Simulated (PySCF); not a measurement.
**C2H6F2GeO: NMR shifts at several levels of theory, part 1 of 2**

How much do the NMR shifts of C2H6F2GeO (`OC[CH2][GeH]([F])[F]`) depend on the level of theory, and what does each level cost?

Programs: PySCF 2.14.0, with density-fitted response routines of our own. Each step states its level of theory. These are calculated values for one molecule in the gas phase, unless marked as measured. Atoms are numbered from 0 throughout.

### Step 1. Starting geometry

12 atoms, charge 0, multiplicity 1; geometry from: PBE0-D3(BJ)/def2-SVP.

Bonds of the start (Å): O0–C1 1.41, C1–C2 1.51, C2–Ge3 1.94, Ge3–F4 1.74, Ge3–F5 1.74, O0–H6 0.96, C1–H7 1.11, C1–H8 1.10, C2–H9 1.10, C2–H10 1.10, Ge3–H11 1.53.

### Step 2. NMR shieldings: PBE0/6-31G*

The job: settings as JSON, then the geometry in Å.

```
{"job": {"kind": "nmr", "xc": "PBE0", "basis": "6-31G*", "pop": true}, "charge": 0, "multiplicity": 1}
O      1.209091     0.420707    -1.071031
C      1.226680     0.148093     0.314615
C      0.052565    -0.773478     0.571115
Ge    -1.457227    -0.019718    -0.385135
F     -2.909690    -0.587399     0.386124
F     -1.460571     1.685221    -0.039812
H      1.737301     1.204252    -1.252736
H      2.181071    -0.319687     0.623883
H      1.098330     1.074017     0.903354
H     -0.200490    -0.858832     1.638114
H      0.242669    -1.786243     0.182365
H     -1.680293    -0.213331    -1.882747
```

Level: GIAO PBE0/6-31G* NMR shielding, non-relativistic, gas phase.

Started as:

```console
> OMP_NUM_THREADS=1 python probes_run.py task.json out
```

This one command runs all jobs of the session in turn.

What it wrote:

```text
coarse grid: 48392 points
cycle   1  E = -2430.6873018550  dE = -5.923e-02  |g| = 1.065e+00  |ddm| = 3.121e+00
cycle   2  E = -2430.4299446893  dE =  2.574e-01  |g| = 1.667e+00  |ddm| = 2.004e+00
cycle   3  E = -2430.8766363597  dE = -4.467e-01  |g| = 1.116e-01  |ddm| = 1.264e+00
cycle   4  E = -2430.8786542954  dE = -2.018e-03  |g| = 5.222e-02  |ddm| = 1.285e-01
cycle   5  E = -2430.8791989126  dE = -5.446e-04  |g| = 7.894e-03  |ddm| = 4.381e-02
cycle   6  E = -2430.8792081541  dE = -9.241e-06  |g| = 3.332e-03  |ddm| = 7.424e-03
cycle   7  E = -2430.8792100977  dE = -1.944e-06  |g| = 3.504e-04  |ddm| = 2.606e-03
final grid: 102104 points
cycle   8  E = -2430.8791511086  dE = -1.236e-08  |g| = 4.181e-04  |ddm| = 8.719e-04
cycle   9  E = -2430.8791510758  dE =  3.289e-08  |g| = 5.865e-04  |ddm| = 7.991e-04
cycle  10  E = -2430.8791511468  dE = -7.109e-08  |g| = 4.305e-05  |ddm| = 4.552e-04
cycle  11  E = -2430.8791511472  dE = -3.215e-10  |g| = 8.285e-06  |ddm| = 3.640e-05
converged SCF energy = -2430.8791511472

GIAO shielding tensors (ppm)
atom      isotropic    diamagn.    paramagn.     s11        s22        s33       span
  0 O      296.685     389.317     -92.632    252.973    268.747    368.335    115.363
  1 C      137.339     242.178    -104.838    112.502    124.637    174.879     62.377
  2 C      169.466     246.715     -77.249    146.166    176.101    186.133     39.967
  3 Ge    1484.422    2756.225   -1271.803   1407.828   1453.499   1591.938    184.111
  4 F      331.651     466.569    -134.918    239.954    372.910    382.087    142.133
  5 F      354.016     468.183    -114.167    264.510    393.048    404.491    139.980
  6 H       31.501      28.940       2.561     22.690     26.741     45.073     22.383
  7 H       28.002      28.124      -0.122     23.134     27.220     33.654     10.520
  8 H       27.903      29.170      -1.267     24.877     26.696     32.136      7.259
  9 H       30.643      28.763       1.880     26.010     28.924     36.994     10.984
 10 H       30.237      28.903       1.334     25.833     28.590     36.287     10.454
 11 H       25.374      27.528      -2.154     18.334     20.115     37.673     19.339
```

It took 14 s on 1 thread of Arm Neoverse V1, shared host; peak memory 0.62 GiB.

The references, computed at this level on geometries of the same kind, shield at (ppm): ¹H TMS 31.96, ¹³C TMS 194.1, ¹⁹F CFCl3 198.9, ¹⁷O H2O 324.2, ⁷³Ge GeMe4 1541. Their shielding less the atom's gives the shift. The references are single molecules in the gas phase, so shifts against H2O, NH3, PH3, H3PO4 or CFCl3 are not on the usual liquid scales and can be off by tens of ppm. Atoms listed in one row are averaged.

```csv
atoms,environment,σ (ppm),δ (ppm)
C1,sp3 CH2 bonded to O,137.3,56.8
C2,sp3 CH2 bonded to Ge,169.5,24.7
H11,"hydrogen on a germanium bonded to C, 2 F",25.37,6.59
"H7, H8",hydrogen on an sp3 CH2 bonded to O,27.95,4.01
"H9, H10",hydrogen on an sp3 CH2 bonded to Ge,30.44,1.52
H6,hydrogen on an alcohol oxygen,31.50,0.46
O0,alcohol oxygen,296.7,27.5
Ge3,"germanium bonded to C, 2 F, H",1484,57
"F4, F5",fluorine bonded to Ge,342.8,-143.9
```

The run also stored atomic charges by several schemes (e):

```csv
atoms,Mulliken,IAO,Hirshfeld,ESP fit
O0,-0.64,-0.54,-0.20,-0.61
C1,-0.09,-0.04,0.02,0.24
C2,-0.48,-0.53,-0.13,-0.32
Ge3,0.80,1.31,0.49,0.67
"F4, F5",-0.42,-0.52,-0.25,-0.32
```

Mayer bond orders: O0–C1 0.92, C1–C2 0.99, C2–Ge3 0.94, Ge3–F4 0.93, Ge3–F5 0.91.

### Step 3. Nuclear shieldings: PBE0/def2-SVP

Same as in step 2 but for these lines:

```diff
@@ -1,2 +1,2 @@
-{"job": {"kind": "nmr", "xc": "PBE0", "basis": "6-31G*", "pop": true}, "charge": 0, "multiplicity": 1}
+{"job": {"kind": "nmr", "xc": "PBE0", "basis": "def2-SVP", "pop": true}, "charge": 0, "multiplicity": 1}
 O      1.209091     0.420707    -1.071031
```

Level: GIAO PBE0/def2-SVP NMR shielding, non-relativistic, gas phase.

What it wrote:

```text
coarse grid: 48392 points
cycle   1  E = -2430.4640351417  dE = -1.164e-01  |g| = 1.042e+00  |ddm| = 3.437e+00
cycle   2  E = -2430.2142153310  dE =  2.498e-01  |g| = 1.630e+00  |ddm| = 2.196e+00
cycle   3  E = -2430.6473857803  dE = -4.332e-01  |g| = 1.073e-01  |ddm| = 1.395e+00
cycle   4  E = -2430.6491774640  dE = -1.792e-03  |g| = 5.258e-02  |ddm| = 1.361e-01
cycle   5  E = -2430.6497310941  dE = -5.536e-04  |g| = 7.606e-03  |ddm| = 4.755e-02
cycle   6  E = -2430.6497394322  dE = -8.338e-06  |g| = 3.400e-03  |ddm| = 7.863e-03
cycle   7  E = -2430.6497413905  dE = -1.958e-06  |g| = 3.803e-04  |ddm| = 2.855e-03
final grid: 102104 points
cycle   8  E = -2430.6496413057  dE = -3.509e-08  |g| = 4.655e-04  |ddm| = 1.127e-03
cycle   9  E = -2430.6496412675  dE =  3.820e-08  |g| = 6.299e-04  |ddm| = 9.616e-04
cycle  10  E = -2430.6496413549  dE = -8.745e-08  |g| = 4.500e-05  |ddm| = 5.443e-04
cycle  11  E = -2430.6496413553  dE = -3.361e-10  |g| = 1.109e-05  |ddm| = 4.314e-05
converged SCF energy = -2430.6496413553

GIAO shielding tensors (ppm)
atom      isotropic    diamagn.    paramagn.     s11        s22        s33       span
  0 O      304.761     386.694     -81.933    259.849    280.164    374.269    114.421
  1 C      137.580     244.069    -106.490    111.669    124.326    176.745     65.076
  2 C      170.593     251.253     -80.660    145.580    178.143    188.057     42.476
  3 Ge    1433.274    2754.664   -1321.390   1350.955   1380.888   1567.980    217.025
  4 F      342.115     469.153    -127.038    254.436    377.513    394.396    139.960
  5 F      365.220     472.112    -106.892    279.524    397.772    418.364    138.839
  6 H       31.002      31.165      -0.163     21.924     25.986     45.096     23.172
  7 H       27.536      28.277      -0.741     22.618     26.494     33.495     10.877
  8 H       27.525      30.869      -3.343     24.395     26.206     31.976      7.581
  9 H       30.108      30.330      -0.222     25.527     28.066     36.731     11.203
 10 H       29.735      30.343      -0.608     25.560     27.889     35.755     10.195
 11 H       25.537      27.943      -2.406     18.776     20.492     37.342     18.566
```

Wall time 17 s (1 thread of Arm Neoverse V1, shared host); peak memory 0.76 GiB.

Key values: δ C1 56.1, C2 23.1, O0 38.3, Ge3 25, H11 5.81, H7 3.81 ppm (means over like atoms).

### Step 4. Shielding tensors: PBE0/def2-TZVP

Same as in step 3 but for these lines:

```diff
@@ -1,2 +1,2 @@
-{"job": {"kind": "nmr", "xc": "PBE0", "basis": "def2-SVP", "pop": true}, "charge": 0, "multiplicity": 1}
+{"job": {"kind": "nmr", "xc": "PBE0", "basis": "def2-TZVP", "pop": true}, "charge": 0, "multiplicity": 1}
 O      1.209091     0.420707    -1.071031
```

Level: GIAO PBE0/def2-TZVP NMR shielding, non-relativistic, gas phase.

What it wrote:

```text
coarse grid: 48392 points
cycle   1  E = -2431.1390981689  dE = -7.476e-02  |g| = 1.199e+00  |ddm| = 2.707e+00
cycle   2  E = -2430.8288379306  dE =  3.103e-01  |g| = 1.915e+00  |ddm| = 1.958e+00
cycle   3  E = -2431.3377738521  dE = -5.089e-01  |g| = 1.501e-01  |ddm| = 1.324e+00
cycle   4  E = -2431.3406326053  dE = -2.859e-03  |g| = 5.832e-02  |ddm| = 1.277e-01
cycle   5  E = -2431.3411495084  dE = -5.169e-04  |g| = 1.217e-02  |ddm| = 4.232e-02
cycle   6  E = -2431.3411723185  dE = -2.281e-05  |g| = 3.995e-03  |ddm| = 1.039e-02
cycle   7  E = -2431.3411745271  dE = -2.209e-06  |g| = 6.866e-04  |ddm| = 2.798e-03
final grid: 102104 points
cycle   8  E = -2431.3412485849  dE = -1.282e-07  |g| = 9.261e-04  |ddm| = 2.748e-03
cycle   9  E = -2431.3412484058  dE =  1.791e-07  |g| = 1.337e-03  |ddm| = 1.525e-03
cycle  10  E = -2431.3412487633  dE = -3.575e-07  |g| = 8.636e-05  |ddm| = 8.883e-04
cycle  11  E = -2431.3412487646  dE = -1.329e-09  |g| = 1.605e-05  |ddm| = 7.057e-05
cycle  12  E = -2431.3412487647  dE = -3.547e-11  |g| = 5.063e-06  |ddm| = 1.420e-05
converged SCF energy = -2431.3412487647

GIAO shielding tensors (ppm)
atom      isotropic    diamagn.    paramagn.     s11        s22        s33       span
  0 O      289.559     388.152     -98.594    245.200    260.776    362.700    117.499
  1 C      125.665     240.925    -115.260     97.573    111.885    167.538     69.965
  2 C      161.927     248.889     -86.961    135.859    169.147    180.776     44.917
  3 Ge    1323.863    2757.704   -1433.841   1228.747   1272.799   1470.043    241.296
  4 F      345.706     468.106    -122.400    259.772    376.509    400.836    141.065
  5 F      365.317     470.702    -105.385    279.527    391.107    425.316    145.788
  6 H       30.963      30.278       0.685     22.201     26.297     44.390     22.189
  7 H       27.444      28.658      -1.214     22.621     26.709     33.002     10.381
  8 H       27.397      30.171      -2.773     24.231     26.339     31.622      7.391
  9 H       30.031      29.884       0.147     25.726     28.180     36.188     10.462
 10 H       29.751      29.676       0.075     25.614     28.199     35.439      9.825
 11 H       25.194      26.957      -1.763     18.596     20.416     36.569     17.973
```

It took 47 s on 1 thread of Arm Neoverse V1, shared host; peak memory 1 GiB.

In short: δ C1 61.0, C2 24.7, O0 43.0, Ge3 50, H11 6.29, H7 4.06 ppm (means over like atoms).

### Step 5. Shielding tensors: PBE0/cc-pVDZ

Same as in step 4 but for these lines:

```diff
@@ -1,2 +1,2 @@
-{"job": {"kind": "nmr", "xc": "PBE0", "basis": "def2-TZVP", "pop": true}, "charge": 0, "multiplicity": 1}
+{"job": {"kind": "nmr", "xc": "PBE0", "basis": "cc-pVDZ", "pop": true}, "charge": 0, "multiplicity": 1}
 O      1.209091     0.420707    -1.071031
```

Method: GIAO PBE0/cc-pVDZ NMR shielding, non-relativistic, gas phase.

What it wrote:

```text
coarse grid: 48392 points
cycle   1  E = -2430.9810064268  dE = -2.406e-02  |g| = 9.979e-01  |ddm| = 5.978e+00
cycle   2  E = -2430.7441858404  dE =  2.368e-01  |g| = 1.558e+00  |ddm| = 3.855e+00
cycle   3  E = -2431.1599279870  dE = -4.157e-01  |g| = 1.049e-01  |ddm| = 2.273e+00
cycle   4  E = -2431.1617128446  dE = -1.785e-03  |g| = 5.246e-02  |ddm| = 2.302e-01
cycle   5  E = -2431.1622994577  dE = -5.866e-04  |g| = 7.715e-03  |ddm| = 8.197e-02
cycle   6  E = -2431.1623084911  dE = -9.033e-06  |g| = 3.269e-03  |ddm| = 1.632e-02
cycle   7  E = -2431.1623107395  dE = -2.248e-06  |g| = 4.674e-04  |ddm| = 5.376e-03
final grid: 102104 points
cycle   8  E = -2431.1622306406  dE = -4.976e-08  |g| = 5.495e-04  |ddm| = 2.138e-03
cycle   9  E = -2431.1622305869  dE =  5.374e-08  |g| = 7.565e-04  |ddm| = 1.984e-03
cycle  10  E = -2431.1622307055  dE = -1.186e-07  |g| = 5.951e-05  |ddm| = 1.085e-03
cycle  11  E = -2431.1622307061  dE = -6.539e-10  |g| = 1.306e-05  |ddm| = 1.127e-04
converged SCF energy = -2431.1622307061

GIAO shielding tensors (ppm)
atom      isotropic    diamagn.    paramagn.     s11        s22        s33       span
  0 O      301.264     384.367     -83.102    256.726    277.999    369.068    112.343
  1 C      138.911     244.724    -105.813    112.512    126.644    177.578     65.066
  2 C      170.950     248.538     -77.588    145.120    178.094    189.637     44.517
  3 Ge    1500.687    2756.261   -1255.574   1426.058   1467.680   1608.321    182.263
  4 F      341.664     467.643    -125.979    253.328    375.256    396.408    143.080
  5 F      366.690     470.460    -103.771    280.446    395.299    424.324    143.878
  6 H       31.160      31.572      -0.412     22.344     26.415     44.721     22.378
  7 H       27.364      28.566      -1.203     22.409     26.389     33.293     10.884
  8 H       27.326      30.991      -3.665     24.148     26.046     31.784      7.637
  9 H       29.985      29.998      -0.013     25.527     28.065     36.363     10.836
 10 H       29.650      30.032      -0.382     25.571     27.837     35.543      9.973
 11 H       25.413      28.041      -2.628     18.585     20.311     37.343     18.758
```

Run time: 17 s. Hardware: 1 thread of Arm Neoverse V1, shared host; peak memory 0.75 GiB.

Key values: δ C1 57.8, C2 25.8, O0 42.1, Ge3 42, H11 5.88, H7 3.95 ppm (means over like atoms).

(Continued in part 2 of 2.)
